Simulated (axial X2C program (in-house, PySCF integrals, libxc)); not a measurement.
# SPrS⁻: Ω levels from open-shell CI on f(δφ)1 s1 f(π)0

Aim: the spin–orbit levels of SPrS⁻ that arise from the configuration f(δφ)1 s1 f(π)0 of Pr.

The runs use an in-house X2C program for linear molecules on PySCF integrals; two-component X2C, average-of-configuration Hartree–Fock and CI in the open shells.

All values are calculated.

## (1) Set-up

task.json reads:

```json
{"zs": [16, 59, 16], "q": -1, "bas": ["dyall-v3z", "dyall-v3z", "dyall-v3z"], "r0": 2.15, "metal": 1, "shells": [[3, [2, 3], 1], [0, [0], 1], [3, [1], 0]], "fix": 0, "emax": 3.5, "nroots": 6}
```

Keys: zs atomic numbers; q charge; bas basis sets; r0 starting distance in Å; metal index of the metal atom; shells open shells as [l, |m| values, electrons]; fix electron count of the first shell held; emax energy window in eV; nroots roots for each Ω.

Started as:

```console
> python soci.py task.json out
```

Two-component X2C with atomic mean-field Coulomb and Gaunt terms, basis S dyall-v3z, Pr dyall-v3z (cores contracted in-house). Orbitals come from Hartree–Fock averaged over the configuration Pr f(δφ)1 s1 f(π)0; CI then distributes these electrons over the f(δφ), s, f(π) shells of Pr.

## (2) CI at S–Pr–S held linear, both bonds 2.417 Å

**Question.** What will these runs give? Wanted: lowest level of the model; next level.

As calculated:

```
                 quantity                             value
lowest level of the model  Ω = 2, g∥ = 2.09, 100% f(δφ)1 s1
               next level            Ω = 3, 158 cm⁻¹ higher
```

What this shows: In the lowest level ⟨Sz⟩ = -0.95 and ⟨Lz⟩ = 2.95; its leading determinant has weight 0.73 among 10. Dynamic correlation is missing, so gaps between terms are too wide and other configurations may lie lower; the lowest level listed is that of this model, not necessarily the ground state. At most 6 roots were kept for each Ω > 0 (twice that for Ω = 0) within 3.5 eV of the lowest, so higher up levels can be missing between those listed; levels with Ω > 0 are doubly degenerate and listed once, Ω = 0 levels singly. Some active spinors are only partly of the character that their shell is named for, so the shell names and counts are nominal. States that fill the shells left empty in the average are placed too high. For an anion, levels above electron detachment are held by the basis set. Along the bond the averaged SCF switches between close solutions, so this one may not be the lowest. The molecule was held linear; bending was not examined.
